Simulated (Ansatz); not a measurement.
Write a Python script for the Ansatz DFT code, driven from Python that makes a geometry optimisation of GeH. Level of theory: PBE0, def2-SVP basis, multiplicity 2, D4 dispersion.

```xyz
2

Ge    0.0000    0.0000    0.0000
H     0.0000    0.0000    1.4800
```

`opt.py`:
```python
"""Minimum-energy structure of GeH."""

import ansatz
import numpy as np
import pandas as pd

GEOMETRY = """
Ge    0.00000    0.00000    0.00000
H     0.00000    0.00000    1.48000
"""


def main() -> None:
    geometry = ansatz.Crystal.molecule()
    for line in GEOMETRY.strip().splitlines():
        symbol, *xyz = line.split()
        geometry = geometry.atom(symbol, [float(v) for v in xyz])

    calc = (
        geometry.calculation()
        .basis(gaussian="def2-SVP")
        .functional("pbe0", dispersion="d4")
        .spin("collinear", total=1)
    )
    symbols = [site.symbol for site in geometry.cartesian_sites]
    start = np.array([site.position_ang for site in geometry.cartesian_sites], dtype=float)
    def progress(event):
        if event["event"] == "relax_step":
            row = event["data"]
            print(f"step {row['step']:3d}  E = {row['lagrangian_ev']:.6f} eV  max force {row['allowed_force_max_ev_ang']:.4f} eV/A")


    r = calc.relax(force_tolerance=0.02).session().plan().execute(on_event=progress).report
    end = np.array(r["positions_ang"])

    for key in ("converged", "free_energy_ev", "reference_energy_ev", "n_frozen", "n_occupied", "n_virtual"):
        print(f"{key:22s} {r[key]}")

    print("bond        before    after (A)")
    for i, j in [(0, 1)]:
        d0, d1 = (np.linalg.norm(xyz[i] - xyz[j]) for xyz in (start, end))
        print(f"{symbols[i]}{i}-{symbols[j]}{j}".ljust(10), f"{d0:8.4f} {d1:8.4f}")

    charges = r["charge_distribution"]
    table = pd.DataFrame({"atom": symbols, "mulliken": charges["mulliken_charges_e"], "lowdin": charges["lowdin_charges_e"]})
    print(table.round(3).to_string())
    print("dipole (e A):", np.round(charges["dipole_moment_e_ang"], 4) + 0.0)


if __name__ == "__main__":
    main()
```

```console
$ python opt.py
step   1  E = -56517.944661 eV  max force 2.1791 eV/A
step   2  E = -56518.058734 eV  max force 0.5361 eV/A
step   3  E = -56518.068381 eV  max force 0.0287 eV/A
step   4  E = -56518.068411 eV  max force 0.0037 eV/A
converged              True
free_energy_ev         -56518.068429333085
reference_energy_ev    -56518.05907826639
n_frozen               0
n_occupied             [17, 16]
n_virtual              [20, 21]
bond        before    after (A)
Ge0-H1       1.4800   1.6046
  atom  mulliken  lowdin
0   Ge     0.102   0.114
1    H    -0.102  -0.114
dipole (e A): [ 0.      0.     -0.0001]
```

Notes:
- Total energies depend on the basis set; only differences at equal settings carry meaning.
- The end point is the stationary point reached from this start; no frequency run checks that it is a minimum, and the basis set is modest.
- The species is open-shell (spin multiplicity 2).
- The Löwdin charges here are taken after orthogonalising the functions within each atom; they differ from plain Löwdin charges, and their signs can be unphysical.
- Total less reference energy is the dispersion correction.
- Timing: 4.9 s on 1 thread of Arm Neoverse V1, on a shared host, peak memory 0.21 GiB.

(Lines on the test bed's own set-up are left out of the output.)
